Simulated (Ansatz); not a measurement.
# Sc (hcp type): how the settings move a single-point run

How sensitive is a single-point run of Sc (hcp type) to its settings? A reference run comes first, then one run with altered input.

Computed with Ansatz 0.2.0 (reference: DFT, PBE, PAW with Ansatz's default frozen-core files, scalar-relativistic, unless a step's input says otherwise).

1 further run of the same task is left out (it didn't finish).

## 1. The system as given

The structure is hexagonal, space group P6_3/mmc (No. 194). Conventional cell: a = 3.384 Å, b = 3.384 Å, c = 5.269 Å, α = 90.00°, β = 90.00°, γ = 120.00°. Sc (site symmetry -6m2) has 12 Sc at 3.28 to 3.38 Å as nearest neighbours.

Coordinates:

```
Sc
1.0
     3.38447    0.00000    0.00000
    -1.69224    2.93104    0.00000
     0.00000    0.00000    5.26921
Sc
2
Direct
  0.33333 0.66667 0.25000
  0.66667 0.33333 0.75000
```

## 2. The reference run

input.yaml

```yaml
crystal:
  lattice:
    - [3.3844744701, 0.0, 0.0]
    - [-1.6922372351, 2.9310408696, 0.0]
    - [0.0, 0.0, 5.2692094551]
  atoms:
    - { symbol: Sc, position: [0.3333333333, 0.6666666667, 0.25] }
    - { symbol: Sc, position: [0.6666666667, 0.3333333333, 0.75] }
kpoints:
  mp_grid: { grid: [15, 15, 8] }
scf:
  occupations: { method: fermi_dirac, width: 0.05 }
hamiltonian:
  xc: pbe
  pseudopotentials: { kind: paw }
output:
  forces: true
  stress: true
  eigenvalues: true
  efg: { contact_densities: true }
```

Run with:

```bash
$ ansatz run input.yaml --threads 1 --pin off --max-ram 2048MiB --backend cpu --events-out ev --progress --plain --runs-dir out
```

## 3. Changing settings: starting moments, occupations.method methfessel_paxton, occupations.width 0.01, n_extra_bands 4, spin_polarized true

input.yaml

```yaml
crystal:
  lattice:
    - [3.3844744701, 0.0, 0.0]
    - [-1.6922372351, 2.9310408696, 0.0]
    - [0.0, 0.0, 5.2692094551]
  atoms:
    - { symbol: Sc, position: [0.3333333333, 0.6666666667, 0.25], spin: -1.0 }
    - { symbol: Sc, position: [0.6666666667, 0.3333333333, 0.75], spin: -4.0 }
kpoints:
  mp_grid: { grid: [15, 15, 8] }
scf:
  occupations: { method: methfessel_paxton, width: 0.01 }
  n_extra_bands: 4
hamiltonian:
  xc: pbe
  pseudopotentials: { kind: paw }
output:
  forces: true
  stress: true
  eigenvalues: true
  efg: { contact_densities: true }
magnetization:
  spin_polarized: true
```

Before running it: what results should come out? Wanted: for each run, ending; energy change; pressure; abs. moment; force.

**Answer**, as computed:

| run | ending | energy change | pressure (GPa) | abs. moment (μB) | force (eV/Å) | cycles | time |
| --- | --- | --- | --- | --- | --- | --- | --- |
| reference | converged | 0 | -2.9 | 0.00 | 0.00 | 6 | 5.2 s |
| 1: starting moments, occupations.method methfessel_paxton, occupations.width 0.01, n_extra_bands 4, spin_polarized true | converged | -0.7 meV/atom (σ→0) | -2.8 | 0.75 | 0.00 | 26 | 61 s |

Residual by cycle in the longest SCF loop of each run; runs are numbered as in the table. The quantity is the density residual dr2, in eV.

| cycle | reference | run 1 |
| --- | --- | --- |
| 1 | 0.00147 | 0.38 |
| 3 | 4.7e-6 | 0.0015 |
| 6 | 1.1e-10 | 1.1e-4 |
| 8 | - | 4.7e-5 |
| 10 | - | 1.5e-6 |
| 12 | - | 1.8e-5 |
| 15 | - | 7.1e-7 |
| 17 | - | 3.5e-6 |
| 19 | - | 1.6e-5 |
| 21 | - | 6.2e-8 |
| 24 | - | 4.7e-9 |
| 26 | - | 2.2e-11 |

**Reading.** Changing the spin polarisation and smearing moves the energy by -0.7 meV/atom (σ→0 values), and the absolute moment goes from 0.00 to 0.75 μB. Cost: 26 SCF cycles against 6, 61 s against 5.2 s.
